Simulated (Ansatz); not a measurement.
From input file to script: AlF2HO, SMILES [OH][Al]([F])[F] in Ansatz 0.2.0.

```yaml
crystal:
  periodic: [false, false, false]
  atoms:
    - { symbol: O, position_ang: [-0.4461, 1.2598, 0.2801] }
    - { symbol: Al, position_ang: [0.0432, -0.4467, 0.1437] }
    - { symbol: F, position_ang: [1.6588, -0.9171, 0.69] }
    - { symbol: F, position_ang: [-0.9897, -1.6731, -0.546] }
    - { symbol: H, position_ang: [-0.2164, 1.7035, -0.6092] }
basis:
  gaussian:
    orbitals: def2-SVP
hamiltonian:
  xc: b3lyp
  dispersion: d4
relax:
  f_tol: 0.01
```

Notebook, run cell by cell (the value of a cell's last expression is shown):

```python
import ansatz as az
from ase import Atoms
import numpy as np

atoms = Atoms(["O", "Al", "F", "F", "H"], positions=[
    (-0.4461, 1.2598, 0.2801),
    (0.0432, -0.4467, 0.1437),
    (1.6588, -0.9171, 0.69),
    (-0.9897, -1.6731, -0.546),
    (-0.2164, 1.7035, -0.6092),
])
geometry = az.Crystal.molecule_from_ase(atoms)
```

```python
calculation = (
    geometry.calculation()
    .basis(gaussian="def2-SVP")
    .functional("b3lyp", dispersion="d4")
)
symbols = [site.symbol for site in geometry.cartesian_sites]
start = np.array([site.position_ang for site in geometry.cartesian_sites], dtype=float)
def progress(event):
    if event["event"] == "relax_step":
        row = event["data"]
        print(f"step {row['step']:3d}  E = {row['lagrangian_ev']:.6f} eV  largest force component {row['allowed_force_max_ev_ang']:.4f} eV/A")


summary = calculation.relax(force_tolerance=0.01).session().plan().execute(on_event=progress).report
end = np.array(summary["positions_ang"])

print("reference energy %16.6f eV" % summary["reference_energy_ev"])
print("total energy     %16.6f eV" % summary["free_energy_ev"])
print("occupied orbitals outside the frozen core (up, down):", summary["n_occupied"], " frozen:", summary["n_frozen"], " virtual:", summary["n_virtual"])
```

    step   1  E = -14091.270230 eV  largest force component 2.6367 eV/A
    step   2  E = -14091.532713 eV  largest force component 1.6456 eV/A
    step   3  E = -14091.755053 eV  largest force component 0.6356 eV/A
    step   4  E = -14091.851073 eV  largest force component 0.6456 eV/A
    step   5  E = -14091.913954 eV  largest force component 0.2075 eV/A
    step   6  E = -14091.916988 eV  largest force component 0.7683 eV/A
    step   7  E = -14091.927385 eV  largest force component 0.0482 eV/A
    step   8  E = -14091.927872 eV  largest force component 0.0170 eV/A
    step   9  E = -14091.927889 eV  largest force component 0.0021 eV/A
    reference energy    -14091.816426 eV
    total energy        -14091.928099 eV
    occupied orbitals outside the frozen core (up, down): [20, 20]  frozen: 0  virtual: [45, 45]

```python
print("final positions (A) and the move of each atom")
for symbol, xyz, old in zip(symbols, end, start):
    print(f"{symbol:2s} {xyz[0]:10.5f} {xyz[1]:10.5f} {xyz[2]:10.5f}   {np.linalg.norm(xyz - old):7.4f}")
```

    final positions (A) and the move of each atom
    O     0.00755    1.22791   -0.01699    0.5432
    Al    0.18066   -0.44164    0.09177    0.1470
    F     1.50684   -1.06113    0.85312    0.2654
    F    -0.92696   -1.49792   -0.53482    0.1864
    H    -0.71829    1.69918   -0.43448    0.5315

```python
charges = summary["charge_distribution"]
dipole = np.array(charges["dipole_moment_e_ang"]) * 4.803205
print("dipole (D): {:.3f} {:.3f} {:.3f}, length {:.3f}".format(*dipole, np.linalg.norm(dipole)))
print("atom  Mulliken   Lowdin")
for symbol, m, l in zip(symbols, charges["mulliken_charges_e"], charges["lowdin_charges_e"]):
    print(f"{symbol:4s} {m:9.3f} {l:8.3f}")
```

    dipole (D): -1.377 1.489 -0.796, length 2.179
    atom  Mulliken   Lowdin
    O       -0.448    0.067
    Al       1.040    0.004
    F       -0.391   -0.028
    F       -0.396   -0.035
    H        0.195   -0.008

Notes:
- Total energies depend on the basis set; only differences at equal settings carry meaning.
- The end point is the stationary point reached from this start; no frequency run checks that it is a minimum, and the basis set is modest.
- The Löwdin charges here are taken after orthogonalising the functions within each atom; they differ from plain Löwdin charges, and their signs can be unphysical.
- Total less reference energy is the dispersion correction.
- b3lyp holds the VWN-RPA fit, as in Gaussian; the form of ORCA and Turbomole is b3lyp5.
- Hardware and time: 18 s on 1 thread of Arm Neoverse V1, on a shared host, peak memory 0.21 GiB.

(Lines on the test bed's own set-up are left out of the output.)
